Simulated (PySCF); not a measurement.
# GaO⁺ (triplet): changing the method

Starting from one script, swap the method and compare what comes out for GaO⁺ (triplet).

Method: each script names its method and basis; program: PySCF 2.14.0.

2 further runs of the same task are left out: 2 that didn't finish.

## 1. Where the work starts

GaO⁺ (triplet): 2 atoms, charge 1, spin multiplicity 3.

Bond lengths: Ga1–O2 1.905 Å.

## 2. The base run

The input, input.py:

```python
from pyscf import gto, scf
from pyscf.hessian import thermo

mol = gto.M(
    atom='Ga 0 0 0; O 0 0 1.905',
    basis='cc-pvdz-dk',
    charge=1,
    spin=2,
    verbose=4,
)
mf = scf.UHF(mol)
mf = mf.sfx2c1e()
mf.kernel()
hess = mf.Hessian().kernel()
print('wavenumber (cm^-1) =', thermo.harmonic_analysis(mol, hess)['freq_wavenumber'].round(1))
mf.dip_moment()
print('orbital energies (hartree):', [e[max(0, n-3):n+3].round(4) for e, n in zip(mf.mo_energy, mol.nelec)])
```

The run is started by

```
$ OMP_NUM_THREADS=1 python input.py
```

## 3. Polarisability

Variant 1 changes step after the SCF: frequency → polarizability.

The input, input.py:

```python
from pyscf import gto, scf
from pyscf.prop.polarizability import uhf as pol

mol = gto.M(
    atom='Ga 0 0 0; O 0 0 1.905',
    basis='cc-pvdz-dk',
    charge=1,
    spin=2,
    verbose=4,
)
mf = scf.UHF(mol)
mf = mf.sfx2c1e()
mf.kernel()
print('polarizability (a.u.)')
print(pol.Polarizability(mf).polarizability().round(4))
mf.dip_moment()
print('orbital energies (hartree):', [e[max(0, n-3):n+3].round(4) for e, n in zip(mf.mo_energy, mol.nelec)])
```

## 4. Geometry optimisation

Variant 2 changes step after the SCF: frequency → optimize.

The input, input.py:

```python
from pyscf import gto, scf
from pyscf.geomopt.geometric_solver import optimize

mol = gto.M(
    atom='Ga 0 0 0; O 0 0 1.905',
    basis='cc-pvdz-dk',
    charge=1,
    spin=2,
    verbose=4,
)
mf = scf.UHF(mol)
mf = mf.sfx2c1e()
mf.kernel()
mol_eq = optimize(mf, maxsteps=30)
print('optimised geometry (angstrom)')
print(mol_eq.tostring('raw'))
print('orbital energies (hartree):', [e[max(0, n-3):n+3].round(4) for e, n in zip(mf.mo_energy, mol.nelec)])
```

## 5. M06 (UKS)

Variant 3 changes functional: none (Hartree–Fock) → m06; SCF type: UHF → UKS; step after the SCF: frequency → analyze.

The input, input.py:

```python
from pyscf import gto, dft

mol = gto.M(
    atom='Ga 0 0 0; O 0 0 1.905',
    basis='cc-pvdz-dk',
    charge=1,
    spin=2,
    verbose=4,
)
mf = dft.UKS(mol, xc='m06')
mf = mf.sfx2c1e()
mf.kernel()
mf.analyze()
print('orbital energies (hartree):', [e[max(0, n-3):n+3].round(4) for e, n in zip(mf.mo_energy, mol.nelec)])
```

## 6. SCF alone

Variant 4 changes step after the SCF: frequency → none.

The input, input.py:

```python
from pyscf import gto, scf

mol = gto.M(
    atom='Ga 0 0 0; O 0 0 1.905',
    basis='cc-pvdz-dk',
    charge=1,
    spin=2,
    verbose=4,
)
mf = scf.UHF(mol)
mf = mf.sfx2c1e()
mf.kernel()
mf.dip_moment()
print('orbital energies (hartree):', [e[max(0, n-3):n+3].round(4) for e, n in zip(mf.mo_energy, mol.nelec)])
```

## 7. Population analysis

Variant 5 changes step after the SCF: frequency → analyze.

The input, input.py:

```python
from pyscf import gto, scf

mol = gto.M(
    atom='Ga 0 0 0; O 0 0 1.905',
    basis='cc-pvdz-dk',
    charge=1,
    spin=2,
    verbose=4,
)
mf = scf.UHF(mol)
mf = mf.sfx2c1e()
mf.kernel()
mf.analyze()
print('orbital energies (hartree):', [e[max(0, n-3):n+3].round(4) for e, n in zip(mf.mo_energy, mol.nelec)])
```

**Question.** What will these runs give? Wanted: for each run, E(SCF); from base; gap, α spin; after the SCF.

The runs gave:

```
                  run  E(SCF) (hartree)  from base (eV)  cycles  gap, α spin (eV)            after the SCF
                 base      -2016.703616               0      13             13.32    highest mode 254 cm⁻¹
       polarisability      -2016.703616          0.0000      13             13.32                      n/a
geometry optimisation      -2016.703616          0.0000      13             13.32  bond 3.774 Å, -0.861 eV
            m06 (UKS)      -2018.635951  not comparable      18              7.68                      n/a
            SCF alone      -2016.703616          0.0000      13             13.32                      n/a
  population analysis      -2016.703616          0.0000      13             13.32                      n/a
```

SCF columns refer to the geometry typed in the script.

In words: A lower total energy from another functional means nothing by itself.
